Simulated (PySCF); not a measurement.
# FeCl₂: structure of the quintet

The task is one start of a wider search on FeCl₂: the quintet, from a linear start. It is relaxed, tested by its Hessian and followed downhill if it is a saddle.

The runs use PySCF 2.14.0; PBE, basis Fe def2-TZVP, Cl def2-TZVP, no relativity, density fitting.

## 1. Starting geometry

3 atoms, charge 0, spin multiplicity 5.

Bond lengths: Fe1–Cl2 2.150 Å, Fe1–Cl3 2.150 Å. Angles: Cl2–Fe1–Cl3 180.0°.

Coordinates in bohr (charge 0 multiplicity 5):
```
Fe    0.0000    0.0000    0.0000
Cl    0.0000    0.0000    4.0629
Cl    0.0000    0.0000   -4.0629
```

## 2. The SCF at the typed geometry

One driver script runs all steps and calls PySCF; scf.py shows how it sets up the SCF of each step. The optimiser is the driver's own. After this first run the driver tries any further starts and a stability analysis.

The input, scf.py:

```python
from pyscf import gto, scf, dft
mol = gto.M(atom='''
Fe     0.000000     0.000000     0.000000
Cl     0.000000     0.000000     2.150000
Cl     0.000000     0.000000    -2.150000''',
    basis={'Fe': 'def2-TZVP', 'Cl': 'def2-TZVP'},
    charge=0, spin=4)
mf = dft.UKS(mol, xc='PBE')
mf.grids.atom_grid = (50, 194)
aux = {'Fe': 'def2-universal-JKFIT', 'Cl': 'def2-universal-JKFIT'}
mf = mf.density_fit(auxbasis=aux)
mf.conv_tol = 1e-08
mf.diis_space = 10
mf.max_cycle = 60
mf.init_guess = 'minao'
mf.verbose = 4
mf.kernel()
```

Launch:

```sh
$ OMP_NUM_THREADS=4 python axn.py task.json out
```

Further steps of the session: Relaxation: linear start, quintet; Vibrations and properties at this point.

Before running it: what results should come out? Wanted: minimum; geometry; wavenumbers; dipole moment; highest occupied, lowest empty level; polar-tensor charge of Fe1; zero-point energy; atomisation energy; ⟨S²⟩.

As calculated:

| quantity | value |
| --- | --- |
| minimum | quintet, D∞h |
| geometry | Fe–Cl 2.123 Å (×2); Cl–Fe–Cl 180.0° |
| wavenumbers (cm⁻¹) | 76 (πu), 345 (σg+), 492 (σu+) |
| dipole moment | 0.00 D |
| highest occupied, lowest empty level (either spin) | -5.69, -5.20 eV |
| polar-tensor charge of Fe1 | +1.11 e |
| zero-point energy | 5.9 kJ/mol |
| entropy at 298.15 K | 295.0 J/(mol K) |
| atomisation energy (no zero-point energy) | 868 kJ/mol |
| ⟨S²⟩ | 6.009 |

In words: The molecule stays D∞h, as typed, and the end point is a minimum. In the infrared the band at 492 cm⁻¹ (σu+, stretch) leads. Fe1 has a polar-tensor charge of +1.1 e (a dipole derivative, not a static charge), yet symmetry cancels the bond dipoles. Most of the spin sits on Fe1 (Mulliken spin 3.65, against 4 for the whole molecule). Other starts or spin states, not run here, may lie lower. One determinant may miss the lowest occupation of an open d or f shell.
